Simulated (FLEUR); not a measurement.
# Ta4NiO11 (Cmmm) in FLEUR: band structure with PBE

Aim: the band structure of Ta4NiO11 with PBE.

All numbers are computed with FLEUR MaX-R8.1 (later development tree); they aren't measurements. Logs are shortened: lines on timing, memory, paths and dates and some standing lists are left out, and cuts for length are marked.

## Step 1: The structure

It takes space group Cmmm (No. 65, orthorhombic). The conventional cell has a = 3.910 Å, b = 29.659 Å, c = 3.886 Å, α = 90.00°, β = 90.00°, γ = 90.00°. Ta (site symmetry m2m) is surrounded by 5 O at 1.91 to 2.02 Å. Ta (site symmetry m2m) has 5 O at 1.91 to 1.99 Å as nearest neighbours. Ni (site symmetry mmm) has 4 O at 1.88 to 1.95 Å as nearest neighbours. O (site symmetry m2m) has 2 Ta at 1.91 Å as nearest neighbours. Around O (site symmetry m2m) lie 3 Ta at 2.02 to 2.21 Å. O (site symmetry m2m) is surrounded by 1 Ni at 1.88 Å and 2 Ta at 1.99 Å. O (site symmetry mmm) has 2 Ni at 1.95 Å and 2 Ta at 2.24 Å as nearest neighbours. O (site symmetry m2m) has 2 Ta at 1.95 Å as nearest neighbours.

The cell was built by a generator and needn't be a form met in nature.

## Step 2: Band structure, PBE, collinear spin, ferromagnetic start

File inp.xml:

```xml
<?xml version="1.0" encoding="UTF-8" standalone="no"?>
<fleurInput fleurInputVersion="0.39">
   <comment>
      Ta4NiO11                                                                                            
   </comment>
   <calculationSetup>
      <cutoffs Kmax="4.7" Gmax="14.7" GmaxXC="14.7" numbands="0"/>
      <scfLoop itmax="60" minDistance="0.0001" maxIterBroyd="15" imix="Anderson" alpha="0.05" precondParam="0.0" spinf="2.0" sdNocoIR="T"/>
      <coreElectrons ctail="T" frcor="F" kcrel="0" coretail_lmax="0"/>
      <xcFunctional name="pbe" relativisticCorrections="F"/>
      <magnetism jspins="2"/>
      <soc l_soc="F" theta="0.0" phi="0.0" spav="F"/>
      <expertModes spex="0" secvar="F"/>
      <geometryOptimization l_f="F" forcealpha="1.0" forcemix="BFGS" epsdisp="0.00001" epsforce="0.00001"/>
      <ldaU l_linMix="F" mixParam="0.05" spinf="1.0"/>
   </calculationSetup>
   <cell>
      <bzIntegration valenceElectrons="192.0" mode="hist" fermiSmearingEnergy="0.00183747">
         <kPointListSelection listName="default-1"/>
         <!-- k-points included here -->
         <xi:include xmlns:xi="http://www.w3.org/2001/XInclude" href="kpts.xml"> </xi:include>
      </bzIntegration>
      <!-- symmetry operations included here -->
      <xi:include xmlns:xi="http://www.w3.org/2001/XInclude" href="sym.xml"> </xi:include>
      <bulkLattice scale="1.0">
[... 82 lines left out ...]
         <force calculate="T" relaxXYZ="TTT"/>
      </atomGroup>
      <atomGroup species="Oxygen (O)">
         <relPos label="                  10">.0000000000 .0000000000 .0000000000</relPos>
         <force calculate="T" relaxXYZ="TTT"/>
      </atomGroup>
      <atomGroup species="Oxygen (O)">
         <relPos label="                  13">-.0721000000 .0721000000 1.000/2.000</relPos>
         <relPos label="                  14">.0721000000 -.0721000000 1.000/2.000</relPos>
         <force calculate="T" relaxXYZ="TTT"/>
      </atomGroup>
      <atomGroup species="Oxygen (O)">
         <relPos label="                  15">-.2056400000 .2056400000 1.000/2.000</relPos>
         <relPos label="                  16">.2056400000 -.2056400000 1.000/2.000</relPos>
         <force calculate="T" relaxXYZ="TTT"/>
      </atomGroup>
   </atomGroups>
   <output dos="F" band="F" slice="F">
      <checks vchk="F" cdinf="F"/>
      <bandDOS minEnergy="-.5*Htr" maxEnergy="0.5*Htr" sigma="0.015" storeEVData="T"/>
      <vacuumDOS vacdos="F" integ="F" star="F" nstars="0" locx1="0.0" locy1="0.0" locx2="0.0" locy2="0.0" nstm="0" tworkf="0.0"/>
      <unfoldingBand unfoldBand="F" supercellX="1" supercellY="1" supercellZ="1"/>
      <plotting iplot="0" polar="F">
         <plot TwoD="T" vec1="  1.0  0.0  0.0" vec2="  0.0  1.0  0.0" vec3="  0.0  0.0  1.0" zero="  0.0  0.0  0.0" file="plot"/>
      </plotting>
      <chargeDensitySlicing numkpt="0" minEigenval="0.0" maxEigenval="0.0" nnne="0" pallst="F"/>
      <specialOutput eonly="F"/>
      <moessbauerParams electricFieldGradient="T" isomerShift="T" coreHyperfine="T" valenceHyperfine="T"/>
      <magneticCircularDichroism mcd="F" energyLo="-10.0" energyUp="0.0"/>
   </output>
  <!-- We include the file relax.xml here to enable relaxations (see documentation) -->
  <xi:include xmlns:xi="http://www.w3.org/2001/XInclude" href="relax.xml"> <xi:fallback/> </xi:include>
</fleurInput>
```

File crystal.txt:

```
Ta4NiO11
&input cartesian=F /
1.9549500000  -14.8297300000  0.0000000000
1.9549500000  14.8297300000  0.0000000000
0.0000000000  0.0000000000  3.8859000000
1.8897261246
1.0 1.0 1.0

16
73 0.2043700000  0.7956300000  0.0000000000
73 0.9245100000  0.0754900000  0.0000000000
73 0.0754900000  0.9245100000  0.0000000000
73 0.7956300000  0.2043700000  0.0000000000
28 0.5000000000  0.5000000000  0.0000000000 : 1.000
8 0.1398700000  0.8601300000  0.0000000000
8 0.7210700000  0.2789300000  0.0000000000
8 0.4364500000  0.5635500000  0.0000000000
8 0.5635500000  0.4364500000  0.0000000000
8 0.0000000000  0.0000000000  0.0000000000
8 0.8601300000  0.1398700000  0.0000000000
8 0.2789300000  0.7210700000  0.0000000000
8 0.9279000000  0.0721000000  0.5000000000
8 0.0721000000  0.9279000000  0.5000000000
8 0.7943600000  0.2056400000  0.5000000000
8 0.2056400000  0.7943600000  0.5000000000

&kpt div1=4 div2=4 div3=4 gamma=T /
```

File inp.xml (bands):

```
<?xml version="1.0" encoding="UTF-8" standalone="no"?>
<fleurInput fleurInputVersion="0.39">
   <comment>
      Ta4NiO11                                                                                            
   </comment>
   <calculationSetup>
      <cutoffs Kmax="4.7" Gmax="14.7" GmaxXC="14.7" numbands="0"/>
      <scfLoop itmax="60" minDistance="0.0001" maxIterBroyd="15" imix="Anderson" alpha="0.05" precondParam="0.0" spinf="2.0" sdNocoIR="T"/>
      <coreElectrons ctail="T" frcor="F" kcrel="0" coretail_lmax="0"/>
      <xcFunctional name="pbe" relativisticCorrections="F"/>
      <magnetism jspins="2"/>
      <soc l_soc="F" theta="0.0" phi="0.0" spav="F"/>
      <expertModes spex="0" secvar="F"/>
      <geometryOptimization l_f="F" forcealpha="1.0" forcemix="BFGS" epsdisp="0.00001" epsforce="0.00001"/>
      <ldaU l_linMix="F" mixParam="0.05" spinf="1.0"/>
   </calculationSetup>
   <cell>
      <bzIntegration valenceElectrons="192.0" mode="hist" fermiSmearingEnergy="0.00183747">
         <kPointListSelection listName="path-1"/>
         <!-- k-points included here -->
         <xi:include xmlns:xi="http://www.w3.org/2001/XInclude" href="kpts.xml"> </xi:include>
      </bzIntegration>
      <!-- symmetry operations included here -->
      <xi:include xmlns:xi="http://www.w3.org/2001/XInclude" href="sym.xml"> </xi:include>
      <bulkLattice scale="1.0">
         <bravaisMatrix>
[... 81 lines left out ...]
         <force calculate="T" relaxXYZ="TTT"/>
      </atomGroup>
      <atomGroup species="Oxygen (O)">
         <relPos label="                  10">.0000000000 .0000000000 .0000000000</relPos>
         <force calculate="T" relaxXYZ="TTT"/>
      </atomGroup>
      <atomGroup species="Oxygen (O)">
         <relPos label="                  13">-.0721000000 .0721000000 1.000/2.000</relPos>
         <relPos label="                  14">.0721000000 -.0721000000 1.000/2.000</relPos>
         <force calculate="T" relaxXYZ="TTT"/>
      </atomGroup>
      <atomGroup species="Oxygen (O)">
         <relPos label="                  15">-.2056400000 .2056400000 1.000/2.000</relPos>
         <relPos label="                  16">.2056400000 -.2056400000 1.000/2.000</relPos>
         <force calculate="T" relaxXYZ="TTT"/>
      </atomGroup>
   </atomGroups>
   <output dos="F" band="T" slice="F">
      <checks vchk="F" cdinf="F"/>
      <bandDOS minEnergy="-.5*Htr" maxEnergy="0.5*Htr" sigma="0.015" storeEVData="T"/>
      <vacuumDOS vacdos="F" integ="F" star="F" nstars="0" locx1="0.0" locy1="0.0" locx2="0.0" locy2="0.0" nstm="0" tworkf="0.0"/>
      <unfoldingBand unfoldBand="F" supercellX="1" supercellY="1" supercellZ="1"/>
      <plotting iplot="0" polar="F">
         <plot TwoD="T" vec1="  1.0  0.0  0.0" vec2="  0.0  1.0  0.0" vec3="  0.0  0.0  1.0" zero="  0.0  0.0  0.0" file="plot"/>
      </plotting>
      <chargeDensitySlicing numkpt="0" minEigenval="0.0" maxEigenval="0.0" nnne="0" pallst="F"/>
      <specialOutput eonly="F"/>
      <moessbauerParams electricFieldGradient="T" isomerShift="T" coreHyperfine="T" valenceHyperfine="T"/>
      <magneticCircularDichroism mcd="F" energyLo="-10.0" energyUp="0.0"/>
   </output>
  <!-- We include the file relax.xml here to enable relaxations (see documentation) -->
  <xi:include xmlns:xi="http://www.w3.org/2001/XInclude" href="relax.xml"> <xi:fallback/> </xi:include>
</fleurInput>
```

Potentials or basis: all-electron, FLAPW.

Command:

```console
inpgen -f crystal.txt -profile fastHighL
# inp.xml edited to the form shown
mpirun -n 8 fleur_MPI -pe_per_kpt 1
mpirun -n 8 fleur_MPI -pe_per_kpt 1   # second run, on inp.xml (bands)
```

What it wrote:

```text
Welcome to FLEUR        (www.flapw.de)
      MaX-Release 8.1          (www.max-centre.eu)

 ========== k-point set info ==========
 Selected k-point list: default-1
 k-point list type: mesh
 4 x 4 x 4
 Number of k points: 21

 ------------Calculation Setup---------------------------
 Number of MPI-tasks      :            8
 Number of PE/node        :            8
 Number of OMP-threads    :            1

 ========================================
 WARNING:
 You are making use of multiple MPI processes but no OpenMP parallelization.
 The chosen parallelization scheme is also no pure k-point parallelization.
 The performance of your calculation may benefit by also employing some
 OpenMP parallelization.

 Fleur will proceed with the calculation.
 ========================================

 Using exactly            1  PE per kpt
 Using exactly            1  PE per kpt
 Using exactly            1  PE per kpt
 Using exactly            1  PE per kpt
 Using exactly            1  PE per kpt
 k-points in parallel     :            8
 pe's per k-point         :            1
 No of k-point loops      :            2
 Info/Warning             : your k-point parallelism is not fully load-balanced
 Using exactly            1  PE per kpt
 Using exactly            1  PE per kpt
 Using exactly            1  PE per kpt
 Eigenvalue solver        :       lapack
 Number of basis functions:         3256
 Approximate size of matrices (H+S) per k-point:         0.158 GB
 --------------------------------------------------------
 Iteration:     1   Distance:      31.40568055 me/bohr^3
 Iteration:     2   Distance:      26.96802425 me/bohr^3
 Iteration:     3   Distance:      10.81274451 me/bohr^3
 Iteration:     4   Distance:      10.25705698 me/bohr^3
 Iteration:     5   Distance:       5.69989723 me/bohr^3
 Iteration:     6   Distance:       3.11752221 me/bohr^3
 Iteration:     7   Distance:       2.71617665 me/bohr^3
 Iteration:     8   Distance:       0.93962115 me/bohr^3
 Iteration:     9   Distance:       0.75024414 me/bohr^3
 Iteration:    10   Distance:       0.65252961 me/bohr^3
[... 13 lines left out ...]
 Iteration:    24   Distance:       0.00271988 me/bohr^3
 Iteration:    25   Distance:       0.00165467 me/bohr^3
 Iteration:    26   Distance:       0.00066992 me/bohr^3
 Iteration:    27   Distance:       0.00066852 me/bohr^3
 Iteration:    28   Distance:       0.00030237 me/bohr^3
 Iteration:    29   Distance:       0.00019413 me/bohr^3
 Iteration:    30   Distance:       0.00017322 me/bohr^3
 Iteration:    31   Distance:       0.00013033 me/bohr^3
 Iteration:    32   Distance:       0.00010879 me/bohr^3
 Iteration:    33   Distance:       0.00008692 me/bohr^3

 ********************************************************************
 Run finished successfully
 Stop message:
   all done
 ********************************************************************
```

Wall time 30 min (8 MPI ranks of Intel Xeon 6975P-C (Granite Rapids), shared host).

Results:

| Quantity | Value |
| --- | --- |
| Free energy | -1764760.7282 eV |
| Band gap along the path | none (metal or under the smearing width) |
| Net moment | 0.50 μB per cell |
| Site moments | Ta +0.00, -0.00; Ni +0.42; O -0.00, +0.00, +0.04 μB |
| Valence electrons inside the program's atomic spheres | Ta 22.64, 22.65; Ni 15.96; O 4.67, 4.66, 4.58 (radii Ta 1.91, Ni 1.87, O 1.43 bohr) |

Levels at the corners of the path, in eV from the Fermi level:
Spin up:
```csv
point,band 93,band 94,band 95,band 96,band 97,band 98,band 99,band 100
Γ,-1.53,-1.28,-1.04,-0.61,-0.50,1.04,1.31,1.34
X,-1.04,-0.98,-0.81,-0.36,1.13,1.41,1.64,2.34
S,-1.04,-0.98,-0.81,-0.36,1.14,1.41,1.64,2.33
R,-1.01,-0.67,-0.33,-0.28,1.21,2.40,2.57,3.96
A,-1.01,-0.67,-0.33,-0.28,1.21,2.41,2.56,3.96
Z,-1.36,-1.33,-0.79,-0.58,-0.50,2.52,2.60,4.12
Γ,-1.53,-1.28,-1.04,-0.61,-0.50,1.04,1.31,1.34
Y,-1.53,-1.28,-1.04,-0.61,-0.50,1.04,1.31,1.35
X1,-1.04,-0.98,-0.81,-0.36,1.13,1.41,1.64,2.34
A1,-1.01,-0.67,-0.33,-0.28,1.21,2.41,2.56,3.96
T,-1.36,-1.32,-0.79,-0.58,-0.50,2.47,2.65,4.21
Y,-1.53,-1.28,-1.04,-0.61,-0.50,1.04,1.31,1.35
Z,-1.36,-1.33,-0.79,-0.58,-0.50,2.52,2.60,4.12
T,-1.36,-1.32,-0.79,-0.58,-0.50,2.47,2.65,4.21
```
Spin down:
| point | band 94 | band 95 | band 96 | band 97 | band 98 | band 99 |
| --- | --- | --- | --- | --- | --- | --- |
| Γ | -0.90 | -0.84 | -0.31 | 0.11 | 1.04 | 1.31 |
| X | -0.70 | -0.60 | 0.24 | 1.41 | 1.49 | 1.66 |
| S | -0.70 | -0.60 | 0.24 | 1.41 | 1.49 | 1.65 |
| R | -0.27 | -0.19 | 0.30 | 1.53 | 2.40 | 2.67 |
| A | -0.27 | -0.19 | 0.30 | 1.53 | 2.41 | 2.66 |
| Z | -0.84 | -0.69 | -0.38 | 0.34 | 2.53 | 2.60 |
| Γ | -0.90 | -0.84 | -0.31 | 0.11 | 1.04 | 1.31 |
| Y | -0.90 | -0.84 | -0.31 | 0.11 | 1.04 | 1.31 |
| X1 | -0.70 | -0.60 | 0.24 | 1.41 | 1.49 | 1.66 |
| A1 | -0.27 | -0.19 | 0.30 | 1.53 | 2.41 | 2.66 |
| T | -0.84 | -0.69 | -0.38 | 0.34 | 2.48 | 2.65 |
| Y | -0.90 | -0.84 | -0.31 | 0.11 | 1.04 | 1.31 |
| Z | -0.84 | -0.69 | -0.38 | 0.34 | 2.53 | 2.60 |
| T | -0.84 | -0.69 | -0.38 | 0.34 | 2.48 | 2.65 |

Core levels (eV from the Fermi level):
```
atom                                                                                                                                                                                                          levels
1 Ta  1s1/2 -67275.8, 2s1/2 -11547.5, 2p1/2 -11034.5, 2p3/2 -9764.1, 3s1/2 -2641.9, 3p1/2 -2414.2, 3p3/2 -2140.7, 4s1/2 -535.4, 3d3/2 -1756.8, 3d5/2 -1697.3, 4p1/2 -441.5, 4p3/2 -378.6, 4d3/2 -224.6, 4d5/2 -213.0
2 Ta  1s1/2 -67275.6, 2s1/2 -11547.4, 2p1/2 -11034.3, 2p3/2 -9764.0, 3s1/2 -2641.8, 3p1/2 -2414.1, 3p3/2 -2140.6, 4s1/2 -535.2, 3d3/2 -1756.7, 3d5/2 -1697.1, 4p1/2 -441.4, 4p3/2 -378.5, 4d3/2 -224.4, 4d5/2 -212.9
3 Ta  1s1/2 -67275.6, 2s1/2 -11547.4, 2p1/2 -11034.3, 2p3/2 -9764.0, 3s1/2 -2641.8, 3p1/2 -2414.1, 3p3/2 -2140.6, 4s1/2 -535.2, 3d3/2 -1756.7, 3d5/2 -1697.1, 4p1/2 -441.4, 4p3/2 -378.5, 4d3/2 -224.4, 4d5/2 -212.9
4 Ta  1s1/2 -67275.8, 2s1/2 -11547.5, 2p1/2 -11034.5, 2p3/2 -9764.1, 3s1/2 -2641.9, 3p1/2 -2414.2, 3p3/2 -2140.7, 4s1/2 -535.4, 3d3/2 -1756.8, 3d5/2 -1697.3, 4p1/2 -441.5, 4p3/2 -378.6, 4d3/2 -224.6, 4d5/2 -213.0
5 Ni                                                                                                                                                         1s1/2 -8202.3, 2s1/2 -973.4, 2p1/2 -848.0, 2p3/2 -830.5
 6 O                                                                                                                                                                                                    1s1/2 -505.8
```

Caveat: the k mesh is coarse (spacing up to 0.41 Å⁻¹), so the values aren't converged; spin-orbit coupling is left out, which moves the levels of the heavy elements; a cell with one magnetic atom can't hold antiferromagnetic order, which such compounds often take; semilocal functionals often make such compounds metallic where correlation or magnetic order opens a gap, which also shifts bond lengths.
